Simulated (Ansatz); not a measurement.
# CoNH+ (singlet): relaxing a cheap start

Where does this start of CoNH+ (singlet) end when it is relaxed?

The runs use Ansatz 0.2.0, Gaussian basis; RKS PBE0/def2-TZVP.

### 1 The starting structure

3 atoms, charge 1, spin multiplicity 1.

Atoms are counted from 1 here; the program's logs count them from 0.

Bond lengths: Co1–N2 1.531 Å, N2–H3 1.020 Å. Angles: Co1–N2–H3 180.0°.

The start was built by rule and, where that kept it together, relaxed with GFN2-xTB. Sticks and bond lists go by distance. 

### 2 Relaxation

in.yaml reads:

```yaml
crystal:
  periodic: [false, false, false]
  atoms:
    - {symbol: Co, position_ang: [0.000000, 0.000000, -1.360649]}
    - {symbol: N, position_ang: [0.000000, 0.000000, 0.170230]}
    - {symbol: H, position_ang: [0.000000, 0.000000, 1.190419]}
basis:
  gaussian: {orbitals: def2-TZVP}
total_charge: 1
hamiltonian: {xc: pbe0}
relax: {f_tol: 0.004, max_steps: 80}
```

Started as:

```sh
$ ansatz run in.yaml --threads 1 --pin off --events-out ev --progress --plain --max-ram 2176MiB
```

What does the calculation give? Wanted: energy gained; shift from the start; total energy.

**Answer**, as computed:

| quantity | value |
| --- | --- |
| steps | 4 |
| energy gained | 0.008 eV |
| shift from the start (rms) | 0.011 Å |
| total energy | -39114.1337 eV |

The bonds of the start are those of the end. N2–H3 went from 1.020 to 1.034 Å. No vibrations were run, so this is a stationary point, not a proven minimum, and this spin need not be the ground state's.
